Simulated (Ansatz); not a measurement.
I need a ranking of polymorphs by energy of 2 structures of CuAu. Use Ansatz 0.2.0, Python API. Level of theory (first run): PBEsol, PAW, cutoff 435 eV, 10×10×10 k-points, Fermi-Dirac smearing of 0.1 eV.

Input file `cuau_r_3m.vasp`:
```text
CuAu
1.0
   1.44305685    0.83314926    4.25617076
  -1.44305685    0.83314926    4.25617076
   0.00000000   -1.66629852    4.25617076
Cu Au
1 1
Direct
   0.50000000    0.50000000    0.50000000
   0.00000000    0.00000000    0.00000000
```

`cuau_p4_mmm.xyz`
```text
2
Lattice="2.81074946 0.0 0.0 0.0 2.81074946 0.0 0.0 0.0 3.685" Properties=species:S:1:pos:R:3 pbc="T T T"
Cu    1.40537473    1.40537473    1.84250000
Au    0.00000000    0.00000000    0.00000000
```

`run_polymorphs.py`
```python
# -*- coding: utf-8 -*-
import warnings

import ansatz as az
from ase.io import read
import numpy as np
import spglib
from tabulate import tabulate

params = {
    "functional": "pbesol",
    "max_iterations": 70,
    "k_spacing": 0.27,
    "smearing": "fermi_dirac",
    "smearing_width": 0.1,
}


def compute(name, crystal):
    calc = (
        crystal.calculation()
        .functional(params["functional"])
        .basis(16 * az.Ha)
        .scf(max_iterations=params["max_iterations"])
        .kpoints(spacing=params["k_spacing"])
        .occupations(params["smearing"], width=params["smearing_width"])
        .stress()
        .band_table()
    )
    calc = calc.relax(force_tolerance=0.03, max_steps=30, cell=True)
    return calc.run(threads=1, pin="off")


def pressure_gpa(outcome):
    return float(np.trace(outcome.report["stress_gpa"]) / 3)


def volume_per_atom(outcome):
    return abs(np.linalg.det(outcome.lattice.cell_ang)) / len(outcome.lattice.sites)


def space_group(outcome):
    sites = outcome.report["lattice"]["sites"]
    kinds = sorted({site["symbol"] for site in sites})
    cell = (outcome.lattice.cell_ang, [site["position_frac"] for site in sites], [kinds.index(site["symbol"]) for site in sites])
    return spglib.get_spacegroup(cell, symprec=0.01)

warnings.simplefilter("ignore", az.DeckWarning)

phases = {}
atoms = read("cuau_r_3m.vasp", format="vasp")
r_3m = az.Crystal.from_ase(atoms)
phases["R-3m"] = r_3m
p4_mmm = az.Crystal.from_extxyz("cuau_p4_mmm.xyz")
phases["P4/mmm"] = p4_mmm

done = {}
for name, crystal in phases.items():
    done[name] = compute(name, crystal)
    print(f"{name}: {done[name].report['energy_sigma0_ev']:.4f} eV, {len(done[name].lattice.sites)} atoms")

energy = {name: o.report["energy_sigma0_ev"] / len(o.lattice.sites) for name, o in done.items()}
lowest = min(energy.values())
rows = [(name, len(o.lattice.sites), 1000 * (energy[name] - lowest), pressure_gpa(o), volume_per_atom(o), space_group(o)) for name, o in done.items()]
rows.sort(key=lambda row: row[2])
print(tabulate(rows, headers=["phase", "atoms", "dE (meV/atom)", "P (GPa)", "V (A^3/atom)", "space group"], floatfmt=".4f", tablefmt="psql"))
```

```console
$ python run_polymorphs.py
R-3m: -19595.8241 eV, 2 atoms
P4/mmm: -19595.9984 eV, 2 atoms
+---------+---------+-----------------+-----------+----------------+---------------+
| phase   |   atoms |   dE (meV/atom) |   P (GPa) |   V (A^3/atom) | space group   |
|---------+---------+-----------------+-----------+----------------+---------------|
| P4/mmm  |       2 |          0.0000 |    0.0049 |        14.2041 | P4/mmm (123)  |
| R-3m    |       2 |         87.1054 |    0.0049 |        14.5262 | R-3m (166)    |
+---------+---------+-----------------+-----------+----------------+---------------+
```

By space group at the end of each run: P4/mmm (+0 meV an atom, 14.2 Å³) and R-3m (+87 meV an atom, 14.5 Å³).

Total energies depend on the potentials; only differences at equal settings carry meaning. No spin polarisation was allowed. For the metals among these phases the mesh is modest: differences between phases can be off by up to 40 meV an atom. Pressure is positive in compression. Spin-orbit coupling, which matters for elements this heavy, is left out. The cells come from databases of deposited and of computed structures, and not all need be stable phases. The ranking holds among these structures alone, at zero temperature; the ground state may be another structure. Differences under about 40 meV an atom lie within the error of mesh and functional. Timing: 53 s on 1 thread of Arm Neoverse V1, on a shared host, peak memory 0.51 GiB.
